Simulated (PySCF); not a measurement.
# N,N-Dimethylpropionamide (C5H11NO): NMR shifts in gas and solvents

Aim: compute the NMR shifts of N,N-Dimethylpropionamide (C5H11NO) (`CCC(=O)N(C)C`), and see what a dielectric continuum does where one was used.

Programs: PySCF 2.14.0, with density-fitted response routines of our own. Each step states its level of theory. These are calculated values for one molecule, in the gas phase or a continuum, unless marked as measured. Atoms count from 0, in the outputs and in this text.

### Step 1. The starting structure

18 atoms, charge 0, multiplicity 1; geometry from: GFN2-xTB. The atoms were then displaced at random by about 0.01 Å, so the start is not that level's minimum.

Bonds of the start (Å): C0–C1 1.56, C1–C2 1.53, C2–O3 1.23, C2–N4 1.34, N4–C5 1.45, N4–C6 1.43, C0–H7 1.06, C0–H8 1.05, C0–H9 1.09, C1–H10 1.10, C1–H11 1.09, C5–H12 1.10, C5–H13 1.10, C5–H14 1.09, C6–H15 1.11, C6–H16 1.10, C6–H17 1.07.

### Step 2. Relaxing the molecule at PBE0-D3(BJ)/def2-TZVP

The job: settings as JSON, then the geometry in Å.

```
{"job": {"xc": "PBE0", "basis": "def2-TZVP", "d3": "d3bj", "grid": 2, "shake": 0.01, "kind": "geom"}, "charge": 0, "multiplicity": 1}
C      2.727670    -0.036440    -0.090660
C      1.280560     0.532690    -0.088350
C      0.249090    -0.591240    -0.010350
O      0.622340    -1.759540     0.008650
N     -1.034140    -0.207130     0.042800
C     -1.465210     1.181460     0.023840
C     -2.055830    -1.210580     0.121910
H      2.918750    -0.551100     0.819210
H      2.835060    -0.694370    -0.905560
H      3.425200     0.795730    -0.176910
H      1.140810     1.204730     0.774080
H      1.104760     1.112100    -0.990610
H     -1.209580     1.676660    -0.920080
H     -2.561470     1.208130     0.123780
H     -1.038340     1.735790     0.855030
H     -2.640500    -1.093830     1.052850
H     -2.738200    -1.114730    -0.735460
H     -1.588510    -2.176390     0.110090
```

On the command line:

```sh
$ OMP_NUM_THREADS=2 python probes_run.py task.json out
```

The driver reads the jobs from task.json and runs them one after another.

Output:

```text
step   0  E = -326.88874612  max force = 0.035716
step   1  E = -326.89230386  max force = 0.006385
step   2  E = -326.89220953  max force = 0.005813
step   3  E = -326.89252670  max force = 0.002142
step   4  E = -326.89259564  max force = 0.001182
step   5  E = -326.89261078  max force = 0.001163
step   6  E = -326.89263589  max force = 0.000506
step   7  E = -326.89265359  max force = 0.000350
step   8  E = -326.89267040  max force = 0.000385
step   9  E = -326.89270213  max force = 0.000626
step  10  E = -326.89274430  max force = 0.002151
step  11  E = -326.89282300  max force = 0.001692
step  12  E = -326.89293286  max force = 0.001635
step  13  E = -326.89218915  max force = 0.007887
step  14  E = -326.89326706  max force = 0.001682
step  15  E = -326.89332581  max force = 0.001069
step  16  E = -326.89339246  max force = 0.000493
step  17  E = -326.89342200  max force = 0.000390
step  18  E = -326.89343723  max force = 0.000234
step  19  E = -326.89344894  max force = 0.000219
optimisation converged
```

Run time: 19 min. Hardware: 2 threads of Intel Xeon at 2.50GHz, shared host; peak memory 1.8 GiB.

Step by step: (the energy doesn't fall at every step)

```csv
step,energy from step 0 (eV),largest force component (eV/Å)
0,0.0000,1.8366
1,-0.0968,0.3283
2,-0.0942,0.2989
3,-0.1029,0.1101
4,-0.1048,0.0608
5,-0.1052,0.0598
6,-0.1058,0.0260
7,-0.1063,0.0180
8,-0.1068,0.0198
9,-0.1076,0.0322
10,-0.1088,0.1106
11,-0.1109,0.0870
12,-0.1139,0.0841
13,-0.0937,0.4056
14,-0.1230,0.0865
15,-0.1246,0.0550
16,-0.1264,0.0254
17,-0.1272,0.0201
18,-0.1277,0.0120
19,-0.1280,0.0113
```

Close pairs (by a distance rule), those that changed most:

```
  bond  before (Å)  after (Å)  change (Å)
 C0–C1       1.555      1.515      -0.040
 C0–H8       1.053      1.090      +0.037
 C0–H7       1.063      1.090      +0.027
 C2–N4       1.341      1.364      +0.023
 N4–C5       1.454      1.438      -0.016
C6–H17       1.073      1.087      +0.014
C5–H14       1.086      1.097      +0.011
C5–H12       1.096      1.086      -0.010
```

The end geometry stands in the next job.

```
                         at the end point                value
  point group (found at 0.08 Å tolerance)                   C1
rotational constants (GHz, main isotopes)  4.753, 1.840, 1.372
                        dipole moment (D)                 3.66
```

### Step 3. NMR shieldings: PBE0/pcSseg-2

The job: settings as JSON, then the geometry in Å.

```
{"job": {"kind": "nmr", "xc": "PBE0", "basis": "pcSseg-2"}, "charge": 0, "multiplicity": 1}
C      2.719778    -0.176169     0.023165
C      1.344808     0.450314    -0.082020
C      0.239793    -0.579610     0.075262
O      0.499888    -1.752621     0.274216
N     -1.046376    -0.137721    -0.025319
C     -1.437608     1.238618    -0.169856
C     -2.126689    -1.074742     0.156652
H      2.854590    -0.658632     0.991408
H      2.857935    -0.942989    -0.739201
H      3.494255     0.583628    -0.100005
H      1.220353     1.226332     0.680885
H      1.228749     0.954986    -1.047138
H     -0.589520     1.869135    -0.419587
H     -2.178210     1.334922    -0.970309
H     -1.891890     1.622487     0.752155
H     -2.649026    -0.895607     1.103670
H     -2.850571    -0.975190    -0.657679
H     -1.717545    -2.081657     0.163680
```

Method: GIAO PBE0/pcSseg-2 NMR shielding, non-relativistic, gas phase.

Output:

```text
coarse grid: 14400 points
cycle   1  E = -326.7234093577  dE =  8.747e-01  |g| = 8.788e-01  |ddm| = 2.706e+00
cycle   2  E = -326.1557772835  dE =  5.676e-01  |g| = 1.892e+00  |ddm| = 3.093e+00
cycle   3  E = -326.8705572546  dE = -7.148e-01  |g| = 2.065e-01  |ddm| = 2.676e+00
cycle   4  E = -326.8790671966  dE = -8.510e-03  |g| = 8.862e-02  |ddm| = 1.827e-01
cycle   5  E = -326.8807285992  dE = -1.661e-03  |g| = 2.221e-02  |ddm| = 5.913e-02
cycle   6  E = -326.8808179308  dE = -8.933e-05  |g| = 7.410e-03  |ddm| = 1.486e-02
cycle   7  E = -326.8808287262  dE = -1.080e-05  |g| = 1.382e-03  |ddm| = 4.889e-03
cycle   8  E = -326.8808290860  dE = -3.598e-07  |g| = 4.935e-04  |ddm| = 1.398e-03
final grid: 137336 points
cycle   9  E = -326.8830206194  dE = -1.326e-04  |g| = 1.124e-02  |ddm| = 6.071e-02
cycle  10  E = -326.8829723687  dE =  4.825e-05  |g| = 1.930e-02  |ddm| = 1.769e-02
cycle  11  E = -326.8830462368  dE = -7.387e-05  |g| = 3.373e-03  |ddm| = 1.253e-02
cycle  12  E = -326.8830484839  dE = -2.247e-06  |g| = 2.249e-04  |ddm| = 2.398e-03
cycle  13  E = -326.8830484941  dE = -1.018e-08  |g| = 9.855e-05  |ddm| = 2.444e-04
cycle  14  E = -326.8830484961  dE = -2.009e-09  |g| = 3.038e-05  |ddm| = 9.012e-05
cycle  15  E = -326.8830484963  dE = -2.112e-10  |g| = 6.988e-06  |ddm| = 2.425e-05
converged SCF energy = -326.8830484963

GIAO shielding tensors (ppm)
atom      isotropic    diamagn.    paramagn.     s11        s22        s33       span
  0 C      175.145     233.501     -58.356    169.227    173.213    182.995     13.768
  1 C      155.467     249.527     -94.060    147.306    148.680    170.416     23.110
  2 C        6.761     256.831    -250.070    -77.670     13.013     84.941    162.611
  3 O      -77.286     398.963    -476.249   -406.298   -182.879    357.320    763.618
  4 N      146.306     326.823    -180.517     32.826    169.509    236.582    203.756
  5 C      148.518     242.502     -93.984    128.676    133.857    183.022     54.346
  6 C      151.613     239.961     -88.348    124.756    144.861    185.222     60.466
  7 H       30.340      28.187       2.154     26.263     28.364     36.394     10.132
  8 H       30.334      28.154       2.179     26.243     28.367     36.390     10.147
  9 H       30.734      26.791       3.943     26.051     28.541     37.610     11.559
 10 H       29.332      33.784      -4.452     23.736     30.826     33.436      9.700
 11 H       29.193      33.717      -4.524     23.572     30.694     33.312      9.740
 12 H       27.977      32.563      -4.585     22.804     29.929     31.199      8.396
 13 H       28.936      29.992      -1.057     25.026     26.731     35.050     10.024
 14 H       28.859      30.288      -1.429     25.171     26.238     35.168      9.997
 15 H       29.414      29.118       0.295     24.960     27.180     36.101     11.142
 16 H       29.576      29.192       0.385     25.125     27.675     35.929     10.803
 17 H       26.619      29.803      -3.184     21.346     27.616     30.895      9.549
```

It took 2.8 min on 2 threads of Intel Xeon at 2.50GHz, shared host; peak memory 2.7 GiB.

Shifts follow as δ = σ(reference) − σ, with reference shieldings (ppm) from runs at the same level and on the same kind of geometry: 1H TMS 31.52, 13C TMS 186.0, 15N NH3 263.8, 17O H2O 329.5. The references are single molecules in the gas phase, so shifts against H2O, NH3, PH3, H3PO4 or CFCl3 are not on the usual liquid scales and can be off by tens of ppm. Atoms listed in one row are averaged.

| atoms | environment | σ (ppm) | δ (ppm) |
| --- | --- | --- | --- |
| C2 | amide carbonyl carbon | 6.8 | 179.3 |
| C5 | methyl carbon bonded to N | 148.5 | 37.5 |
| C6 | methyl carbon bonded to N | 151.6 | 34.4 |
| C1 | sp3 CH2 α to a carbonyl | 155.5 | 30.6 |
| C0 | methyl carbon | 175.1 | 10.9 |
| H15, H16, H17 | hydrogen on a methyl carbon bonded to N | 28.54 | 2.99 |
| H12, H13, H14 | hydrogen on a methyl carbon bonded to N | 28.59 | 2.93 |
| H10, H11 | hydrogen on an sp3 CH2 α to a carbonyl | 29.26 | 2.26 |
| H7, H8, H9 | hydrogen on a methyl carbon | 30.47 | 1.05 |
| O3 | amide-type carbonyl oxygen | -77.3 | 406.8 |
| N4 | amide-type nitrogen | 146.3 | 117.5 |

The run also stored atomic charges by several schemes (e):

```csv
atoms,Mulliken,IAO,Hirshfeld,ESP fit
C0,0.00,-0.42,-0.13,-0.50
C1,-0.07,-0.31,-0.08,0.10
C2,0.34,0.43,0.17,0.47
O3,-0.47,-0.52,-0.28,-0.55
N4,-0.36,-0.18,-0.05,0.03
C5,0.11,-0.32,-0.07,-0.47
C6,0.10,-0.33,-0.08,-0.45
```

Mayer bond orders: C0–C1 0.99, C1–C2 0.95, C2–O3 1.85, C2–N4 1.29, N4–C5 0.98, N4–C6 0.94.

The fields below are evaluated on a grid from the run's orbitals.

Frontier orbitals at PBE0/pcSseg-2, with the share of their density that lies nearest to each atom:

```csv
orbital,energy (eV),lies on
HOMO,-6.90,N4 45 %; O3 27 %
LUMO,0.34,"H14 17 %; H11, H13 about 12 % each; H10, H12, H15 about 10 % each"
```

ELF in a plane through or near 10 of the atoms.

Ten even steps from '0' (0.00) to '9' (1.00):
```
0000000000000000000000000000
0000000000000000000000000000
0000000000000000000000000000
0000000000000054000000000000
0000000000000298300000000000
0000000000100399733310000000
0000264001331199526520000000
0002899302663057217520000000
0005999856114116863100000000
0004999769228544361000000000
0001477238679284375453100000
0000025334234866782474100000
0000013541047840252153100000
0000001210384171499631000000
0000000000588781499820000000
0000000000256760189710000000
0000000000012310035300000000
0000000000000000000000000000
0000000000000000000000000000
0000000000000000000000000000
```
The map spans 12.2 Å across and 9.3 Å up, centred on the molecule. Atoms in the plane (x, y in Å): C0 (-2.7, -0.3), C1 (-1.4, 0.4), C2 (-0.2, -0.6), O3 (-0.4, -1.8), N4 (1.0, -0.1), C5 (1.4, 1.3), C6 (2.2, -1.0), H9 (-3.5, 0.5), H12 (0.5, 1.9), H17 (1.8, -2.0).

On the surface of density 0.002 e/bohr³ the electrostatic potential runs, from the 1st to the 99th percentile, from -2.06 V near O3 to 1.10 V near H12.

### Step 4. Nuclear shieldings: KT3/pcSseg-2

The job, as its differences from that of step 3:

```diff
@@ -1,2 +1,2 @@
-{"job": {"kind": "nmr", "xc": "PBE0", "basis": "pcSseg-2"}, "charge": 0, "multiplicity": 1}
+{"job": {"kind": "nmr", "xc": "KT3", "basis": "pcSseg-2", "pop": false}, "charge": 0, "multiplicity": 1}
 C      2.719778    -0.176169     0.023165
```

Level: GIAO KT3/pcSseg-2 NMR shielding, non-relativistic, gas phase.

Output:

```text
coarse grid: 14400 points
cycle   1  E = -332.0268012429  dE =  7.191e-01  |g| = 1.036e+00  |ddm| = 2.676e+00
cycle   2  E = -328.7356475581  dE =  3.291e+00  |g| = 3.038e+00  |ddm| = 2.608e+01
cycle   3  E = -332.1115331028  dE = -3.376e+00  |g| = 7.387e-01  |ddm| = 2.606e+01
cycle   4  E = -332.2404705566  dE = -1.289e-01  |g| = 2.503e-01  |ddm| = 6.093e-01
cycle   5  E = -332.2457303901  dE = -5.260e-03  |g| = 2.136e-01  |ddm| = 3.200e-01
cycle   6  E = -332.2551002787  dE = -9.370e-03  |g| = 4.980e-02  |ddm| = 1.411e-01
cycle   7  E = -332.2555901206  dE = -4.898e-04  |g| = 9.176e-03  |ddm| = 3.864e-02
cycle   8  E = -332.2556061867  dE = -1.607e-05  |g| = 4.015e-03  |ddm| = 9.168e-03
cycle   9  E = -332.2556098544  dE = -3.668e-06  |g| = 1.474e-03  |ddm| = 4.029e-03
final grid: 137336 points
cycle  10  E = -332.2708722840  dE = -5.459e-04  |g| = 6.736e-03  |ddm| = 1.767e-01
cycle  11  E = -332.2708513726  dE =  2.091e-05  |g| = 1.202e-02  |ddm| = 1.491e-02
cycle  12  E = -332.2708766514  dE = -2.528e-05  |g| = 3.627e-03  |ddm| = 1.261e-02
cycle  13  E = -332.2708789178  dE = -2.266e-06  |g| = 1.572e-03  |ddm| = 3.287e-03
cycle  14  E = -332.2708794339  dE = -5.160e-07  |g| = 3.660e-04  |ddm| = 1.157e-03
cycle  15  E = -332.2708794598  dE = -2.597e-08  |g| = 1.181e-04  |ddm| = 2.948e-04
cycle  16  E = -332.2708794636  dE = -3.737e-09  |g| = 1.528e-05  |ddm| = 1.290e-04
cycle  17  E = -332.2708794636  dE = -4.820e-11  |g| = 4.573e-06  |ddm| = 1.450e-05
converged SCF energy = -332.2708794636

GIAO shielding tensors (ppm)
atom      isotropic    diamagn.    paramagn.     s11        s22        s33       span
  0 C      171.396     234.574     -63.178    165.369    168.333    180.484     15.115
  1 C      153.071     250.470     -97.399    145.333    146.204    167.675     22.342
  2 C       17.655     257.504    -239.848    -59.555     31.007     81.514    141.069
  3 O      -53.331     398.917    -452.248   -349.804   -153.803    343.613    693.417
  4 N      142.262     322.415    -180.153     40.016    162.671    224.100    184.083
  5 C      145.609     242.593     -96.984    125.196    131.184    180.448     55.252
  6 C      149.047     239.782     -90.735    121.275    143.343    182.523     61.248
  7 H       30.458      28.684       1.774     26.594     28.607     36.175      9.581
  8 H       30.449      28.640       1.808     26.569     28.607     36.170      9.602
  9 H       30.790      26.307       4.483     26.413     28.731     37.226     10.813
 10 H       29.350      34.332      -4.982     23.950     30.836     33.264      9.313
 11 H       29.198      34.239      -5.042     23.758     30.707     33.128      9.370
 12 H       28.070      33.297      -5.227     23.164     30.004     31.041      7.877
 13 H       28.969      29.665      -0.695     25.242     26.785     34.882      9.640
 14 H       28.899      30.134      -1.235     25.312     26.360     35.025      9.713
 15 H       29.496      28.833       0.663     25.137     27.397     35.956     10.819
 16 H       29.674      28.809       0.864     25.377     27.893     35.751     10.373
 17 H       26.632      30.047      -3.415     21.480     27.725     30.690      9.210
```

Wall time 3.2 min (2 threads of Intel Xeon at 2.50GHz, shared host); peak memory 2 GiB.

This run: δ C2 165.6, C5 37.6, C6 34.2, C1 30.2, H15 3.03, H12 2.98 ppm (means over like atoms).

### Step 5. Nuclear shieldings: wB97X-D/pcSseg-2

The job, as its differences from that of step 4:

```diff
@@ -1,2 +1,2 @@
-{"job": {"kind": "nmr", "xc": "KT3", "basis": "pcSseg-2", "pop": false}, "charge": 0, "multiplicity": 1}
+{"job": {"kind": "nmr", "xc": "wB97X-D", "basis": "pcSseg-2", "pop": false}, "charge": 0, "multiplicity": 1}
 C      2.719778    -0.176169     0.023165
```

With the program's defaults for keys left out, this is: GIAO wB97X-D/pcSseg-2 NMR shielding, non-relativistic, gas phase.

Output:

```text
coarse grid: 14400 points
cycle   1  E = -326.9964414253  dE =  1.118e+00  |g| = 9.063e-01  |ddm| = 2.700e+00
cycle   2  E = -326.7665011053  dE =  2.299e-01  |g| = 1.476e+00  |ddm| = 1.610e+00
cycle   3  E = -327.1579614633  dE = -3.915e-01  |g| = 9.017e-02  |ddm| = 1.098e+00
cycle   4  E = -327.1593367716  dE = -1.375e-03  |g| = 5.518e-02  |ddm| = 8.231e-02
cycle   5  E = -327.1599373496  dE = -6.006e-04  |g| = 1.059e-02  |ddm| = 3.826e-02
cycle   6  E = -327.1599635655  dE = -2.622e-05  |g| = 4.394e-03  |ddm| = 1.130e-02
cycle   7  E = -327.1599691310  dE = -5.566e-06  |g| = 1.098e-03  |ddm| = 5.444e-03
final grid: 137336 points
cycle   8  E = -327.1623773095  dE = -3.285e-04  |g| = 6.708e-03  |ddm| = 6.798e-02
cycle   9  E = -327.1623828645  dE = -5.555e-06  |g| = 5.057e-03  |ddm| = 1.092e-02
cycle  10  E = -327.1623882578  dE = -5.393e-06  |g| = 1.058e-03  |ddm| = 3.355e-03
cycle  11  E = -327.1623883995  dE = -1.417e-07  |g| = 7.713e-04  |ddm| = 9.940e-04
cycle  12  E = -327.1623885066  dE = -1.071e-07  |g| = 1.306e-04  |ddm| = 5.389e-04
cycle  13  E = -327.1623885100  dE = -3.477e-09  |g| = 4.897e-05  |ddm| = 1.047e-04
cycle  14  E = -327.1623885108  dE = -7.628e-10  |g| = 1.071e-05  |ddm| = 7.922e-05
converged SCF energy = -327.1623885108

GIAO shielding tensors (ppm)
atom      isotropic    diamagn.    paramagn.     s11        s22        s33       span
  0 C      175.096     231.867     -56.771    169.030    173.480    182.779     13.749
  1 C      155.175     248.193     -93.018    147.081    147.799    170.646     23.565
  2 C        4.364     256.997    -252.632    -80.996      9.196     84.892    165.888
  3 O      -76.772     398.069    -474.841   -406.848   -182.795    359.328    766.176
  4 N      148.129     327.086    -178.957     33.073    170.335    240.978    207.905
  5 C      148.704     241.808     -93.104    129.214    133.805    183.094     53.880
  6 C      151.610     238.788     -87.178    125.616    144.016    185.198     59.582
  7 H       30.419      28.020       2.399     26.343     28.466     36.448     10.105
  8 H       30.414      27.991       2.423     26.328     28.470     36.444     10.116
  9 H       30.841      26.887       3.954     26.147     28.635     37.742     11.595
 10 H       29.488      33.624      -4.137     23.937     30.974     33.551      9.614
 11 H       29.356      33.575      -4.219     23.785     30.844     33.438      9.653
 12 H       28.131      32.463      -4.332     22.958     30.044     31.391      8.434
 13 H       29.073      30.136      -1.063     25.157     26.901     35.161     10.004
 14 H       28.992      30.354      -1.362     25.319     26.384     35.272      9.953
 15 H       29.513      29.151       0.362     25.092     27.272     36.175     11.083
 16 H       29.671      29.286       0.385     25.237     27.761     36.015     10.777
 17 H       26.775      29.737      -2.962     21.508     27.746     31.071      9.564
```

Run time: 3.2 min. Hardware: 2 threads of Intel Xeon at 2.50GHz, shared host; peak memory 2.7 GiB.

Key values: δ C2 181.9, C5 37.6, C6 34.7, C1 31.1, H15 2.98, H12 2.90 ppm (means over like atoms).

### Step 6. Nuclear shieldings: B97-2/pcSseg-2

The job, as its differences from that of step 5:

```diff
@@ -1,2 +1,2 @@
-{"job": {"kind": "nmr", "xc": "wB97X-D", "basis": "pcSseg-2", "pop": false}, "charge": 0, "multiplicity": 1}
+{"job": {"kind": "nmr", "xc": "B97-2", "basis": "pcSseg-2", "pop": false}, "charge": 0, "multiplicity": 1}
 C      2.719778    -0.176169     0.023165
```

Method: GIAO B97-2/pcSseg-2 NMR shielding, non-relativistic, gas phase.

Output:

```text
coarse grid: 14400 points
cycle   1  E = -326.9801245494  dE =  8.349e-01  |g| = 9.053e-01  |ddm| = 2.705e+00
cycle   2  E = -326.3021782497  dE =  6.779e-01  |g| = 2.012e+00  |ddm| = 3.658e+00
cycle   3  E = -327.1342934790  dE = -8.321e-01  |g| = 2.295e-01  |ddm| = 3.289e+00
cycle   4  E = -327.1447067901  dE = -1.041e-02  |g| = 1.042e-01  |ddm| = 2.077e-01
cycle   5  E = -327.1470015455  dE = -2.295e-03  |g| = 2.656e-02  |ddm| = 6.841e-02
cycle   6  E = -327.1471304891  dE = -1.289e-04  |g| = 8.880e-03  |ddm| = 1.795e-02
cycle   7  E = -327.1471465311  dE = -1.604e-05  |g| = 1.555e-03  |ddm| = 5.986e-03
cycle   8  E = -327.1471469920  dE = -4.609e-07  |g| = 5.208e-04  |ddm| = 1.450e-03
final grid: 137336 points
cycle   9  E = -327.1486696145  dE = -1.683e-04  |g| = 4.093e-03  |ddm| = 7.006e-02
cycle  10  E = -327.1486669907  dE =  2.624e-06  |g| = 5.433e-03  |ddm| = 6.627e-03
cycle  11  E = -327.1486729453  dE = -5.955e-06  |g| = 1.614e-03  |ddm| = 3.962e-03
cycle  12  E = -327.1486733976  dE = -4.523e-07  |g| = 4.621e-04  |ddm| = 1.295e-03
cycle  13  E = -327.1486734388  dE = -4.119e-08  |g| = 7.631e-05  |ddm| = 2.934e-04
cycle  14  E = -327.1486734400  dE = -1.231e-09  |g| = 2.156e-05  |ddm| = 7.557e-05
cycle  15  E = -327.1486734401  dE = -9.834e-11  |g| = 5.414e-06  |ddm| = 1.747e-05
converged SCF energy = -327.1486734401

GIAO shielding tensors (ppm)
atom      isotropic    diamagn.    paramagn.     s11        s22        s33       span
  0 C      173.805     233.943     -60.138    167.853    171.744    181.816     13.963
  1 C      154.738     249.888     -95.151    146.794    147.722    169.698     22.904
  2 C        9.214     258.057    -248.843    -73.660     16.740     84.563    158.223
  3 O      -69.112     399.500    -468.612   -388.792   -174.080    355.534    744.326
  4 N      145.907     327.525    -181.619     35.569    168.401    233.750    198.180
  5 C      147.804     243.382     -95.578    128.136    133.399    181.877     53.742
  6 C      150.860     240.727     -89.867    124.323    144.228    184.027     59.704
  7 H       30.436      28.293       2.143     26.433     28.519     36.356      9.923
  8 H       30.430      28.257       2.173     26.413     28.523     36.352      9.939
  9 H       30.838      26.573       4.265     26.254     28.674     37.586     11.332
 10 H       29.447      34.054      -4.608     23.943     30.932     33.465      9.522
 11 H       29.308      33.960      -4.652     23.777     30.802     33.344      9.567
 12 H       28.104      32.989      -4.886     22.994     30.045     31.272      8.279
 13 H       29.045      30.060      -1.015     25.182     26.864     35.087      9.905
 14 H       28.968      30.426      -1.458     25.325     26.372     35.206      9.881
 15 H       29.519      29.189       0.330     25.124     27.312     36.121     10.997
 16 H       29.684      29.206       0.478     25.293     27.806     35.952     10.659
 17 H       26.748      30.030      -3.282     21.517     27.761     30.967      9.450
```

Wall time 2.5 min (2 threads of Intel Xeon at 2.50GHz, shared host); peak memory 2.7 GiB.

Key values: δ C2 176.2, C5 37.6, C6 34.5, C1 30.6, H15 2.99, H12 2.93 ppm (means over like atoms).

(Part 1 of 2 ends here.)
